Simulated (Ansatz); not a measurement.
# SnGe15: the cost of one run

Computed with Ansatz 0.2.0 (DFT LDA, scalar-relativistic, plane waves, PAW, unless a step's input says otherwise).

## 1. The structure to begin with

The structure is triclinic, space group P1 (No. 1). The conventional cell has a = 11.261 Å, b = 11.261 Å, c = 11.416 Å, α = 90.00°, β = 90.00°, γ = 90.00°. Ge (site symmetry 1) is surrounded by 3 Ge at 2.45 Å and 1 Sn at 2.45 Å. Ge (site symmetry 1) is surrounded by 4 Ge at 2.45 Å. Around Ge (site symmetry 1) lie 1 Sn at 2.45 Å and 3 Ge at 2.45 Å. Only part of the 64 independent sites is listed.

Structure file:

```xyz
64
Lattice="11.2615 0.0000 0.0000 0.0000 11.2615 0.0000 0.0000 0.0000 11.4155" Properties=species:S:1:pos:R:3 pbc="T T T"
Ge    0.0000    0.0000    0.0000
Ge    0.0000    0.0000    5.7078
Ge    0.0000    5.6307    0.0000
Ge    0.0000    5.6307    5.7078
Ge    5.6307    0.0000    0.0000
Ge    5.6307    0.0000    5.7078
Ge    5.6307    5.6307    0.0000
Ge    5.6307    5.6307    5.7078
Ge    0.0000    2.8154    2.8539
Ge    0.0000    2.8154    8.5616
Ge    0.0000    8.4461    2.8539
Ge    0.0000    8.4461    8.5616
Ge    5.6307    2.8154    2.8539
Ge    5.6307    2.8154    8.5616
Ge    5.6307    8.4461    2.8539
Ge    5.6307    8.4461    8.5616
Ge    2.8154    0.0000    2.8539
Ge    2.8154    0.0000    8.5616
Ge    2.8154    5.6307    2.8539
Ge    2.8154    5.6307    8.5616
Sn    8.4461    0.0000    2.8539
Ge    8.4461    0.0000    8.5616
Ge    8.4461    5.6307    2.8539
Ge    8.4461    5.6307    8.5616
Ge    2.8154    2.8154    0.0000
Ge    2.8154    2.8154    5.7078
Ge    2.8154    8.4461    0.0000
Ge    2.8154    8.4461    5.7078
Ge    8.4461    2.8154    0.0000
Ge    8.4461    2.8154    5.7078
Ge    8.4461    8.4461    0.0000
Sn    8.4461    8.4461    5.7078
Ge    1.4077    1.4077    1.4269
Ge    1.4077    1.4077    7.1347
Ge    1.4077    7.0384    1.4269
Sn    1.4077    7.0384    7.1347
Ge    7.0384    1.4077    1.4269
Ge    7.0384    1.4077    7.1347
Ge    7.0384    7.0384    1.4269
Ge    7.0384    7.0384    7.1347
Ge    1.4077    4.2231    4.2808
Ge    1.4077    4.2231    9.9886
Ge    1.4077    9.8538    4.2808
Ge    1.4077    9.8538    9.9886
Ge    7.0384    4.2231    4.2808
Ge    7.0384    4.2231    9.9886
Ge    7.0384    9.8538    4.2808
Ge    7.0384    9.8538    9.9886
Ge    4.2231    1.4077    4.2808
Ge    4.2231    1.4077    9.9886
Ge    4.2231    7.0384    4.2808
Ge    4.2231    7.0384    9.9886
Ge    9.8538    1.4077    4.2808
Sn    9.8538    1.4077    9.9886
Ge    9.8538    7.0384    4.2808
Ge    9.8538    7.0384    9.9886
Ge    4.2231    4.2231    1.4269
Ge    4.2231    4.2231    7.1347
Ge    4.2231    9.8538    1.4269
Ge    4.2231    9.8538    7.1347
Ge    9.8538    4.2231    1.4269
Ge    9.8538    4.2231    7.1347
Ge    9.8538    9.8538    1.4269
Ge    9.8538    9.8538    7.1347
```

## 2. Relaxing cell and atoms: SnGe15, no spin

Contents of input.yaml:

```yaml
crystal:
  lattice:
    - [11.2614848356, 0.0, 0.0]
    - [0.0, 11.2614848356, 0.0]
    - [0.0, 0.0, 11.4155269249]
  atoms:
    - { symbol: Ge, position: [0.0, 0.0, 0.0] }
    - { symbol: Ge, position: [0.0, 0.0, 0.5] }
    - { symbol: Ge, position: [0.0, 0.5, 0.0] }
    - { symbol: Ge, position: [0.0, 0.5, 0.5] }
    - { symbol: Ge, position: [0.5, 0.0, 0.0] }
    - { symbol: Ge, position: [0.5, 0.0, 0.5] }
    - { symbol: Ge, position: [0.5, 0.5, 0.0] }
    - { symbol: Ge, position: [0.5, 0.5, 0.5] }
    - { symbol: Ge, position: [0.0, 0.25, 0.25] }
    - { symbol: Ge, position: [0.0, 0.25, 0.75] }
    - { symbol: Ge, position: [0.0, 0.75, 0.25] }
    - { symbol: Ge, position: [0.0, 0.75, 0.75] }
    - { symbol: Ge, position: [0.5, 0.25, 0.25] }
    - { symbol: Ge, position: [0.5, 0.25, 0.75] }
    - { symbol: Ge, position: [0.5, 0.75, 0.25] }
    - { symbol: Ge, position: [0.5, 0.75, 0.75] }
    - { symbol: Ge, position: [0.25, 0.0, 0.25] }
    - { symbol: Ge, position: [0.25, 0.0, 0.75] }
    - { symbol: Ge, position: [0.25, 0.5, 0.25] }
    - { symbol: Ge, position: [0.25, 0.5, 0.75] }
    - { symbol: Sn, position: [0.75, 0.0, 0.25] }
    - { symbol: Ge, position: [0.75, 0.0, 0.75] }
    - { symbol: Ge, position: [0.75, 0.5, 0.25] }
    - { symbol: Ge, position: [0.75, 0.5, 0.75] }
    - { symbol: Ge, position: [0.25, 0.25, 0.0] }
    - { symbol: Ge, position: [0.25, 0.25, 0.5] }
    - { symbol: Ge, position: [0.25, 0.75, 0.0] }
    - { symbol: Ge, position: [0.25, 0.75, 0.5] }
    - { symbol: Ge, position: [0.75, 0.25, 0.0] }
    - { symbol: Ge, position: [0.75, 0.25, 0.5] }
    - { symbol: Ge, position: [0.75, 0.75, 0.0] }
    - { symbol: Sn, position: [0.75, 0.75, 0.5] }
    - { symbol: Ge, position: [0.125, 0.125, 0.125] }
    - { symbol: Ge, position: [0.125, 0.125, 0.625] }
    - { symbol: Ge, position: [0.125, 0.625, 0.125] }
    - { symbol: Sn, position: [0.125, 0.625, 0.625] }
    - { symbol: Ge, position: [0.625, 0.125, 0.125] }
    - { symbol: Ge, position: [0.625, 0.125, 0.625] }
    - { symbol: Ge, position: [0.625, 0.625, 0.125] }
    - { symbol: Ge, position: [0.625, 0.625, 0.625] }
    - { symbol: Ge, position: [0.125, 0.375, 0.375] }
    - { symbol: Ge, position: [0.125, 0.375, 0.875] }
    - { symbol: Ge, position: [0.125, 0.875, 0.375] }
    - { symbol: Ge, position: [0.125, 0.875, 0.875] }
    - { symbol: Ge, position: [0.625, 0.375, 0.375] }
    - { symbol: Ge, position: [0.625, 0.375, 0.875] }
    - { symbol: Ge, position: [0.625, 0.875, 0.375] }
    - { symbol: Ge, position: [0.625, 0.875, 0.875] }
    - { symbol: Ge, position: [0.375, 0.125, 0.375] }
    - { symbol: Ge, position: [0.375, 0.125, 0.875] }
    - { symbol: Ge, position: [0.375, 0.625, 0.375] }
    - { symbol: Ge, position: [0.375, 0.625, 0.875] }
    - { symbol: Ge, position: [0.875, 0.125, 0.375] }
    - { symbol: Sn, position: [0.875, 0.125, 0.875] }
    - { symbol: Ge, position: [0.875, 0.625, 0.375] }
    - { symbol: Ge, position: [0.875, 0.625, 0.875] }
    - { symbol: Ge, position: [0.375, 0.375, 0.125] }
    - { symbol: Ge, position: [0.375, 0.375, 0.625] }
    - { symbol: Ge, position: [0.375, 0.875, 0.125] }
    - { symbol: Ge, position: [0.375, 0.875, 0.625] }
    - { symbol: Ge, position: [0.875, 0.375, 0.125] }
    - { symbol: Ge, position: [0.875, 0.375, 0.625] }
    - { symbol: Ge, position: [0.875, 0.875, 0.125] }
    - { symbol: Ge, position: [0.875, 0.875, 0.625] }
scf:
  occupations: { method: gaussian, width: 0.05 }
output:
  forces: true
  stress: true
  eigenvalues: true
  write_density: true
  write_potential: true
  elf: true
  volumetric_format: npy
hamiltonian:
  xc: lda
kpoints:
  mp_grid: { grid: [4, 4, 4] }
relax:
  f_tol: 0.003
  cell: { stress_tol: 0.02, fix: [a, b, angles] }
```

Started as:

```console
> ansatz run input.yaml --threads 16 --pin off --max-ram 24576MiB --backend cpu --events-out ev --progress --plain --runs-dir out
```

Q: Estimate wall time and peak memory on 16 threads of Arm Neoverse N1, shared host.

About 2 h, with a peak of 17 GiB.
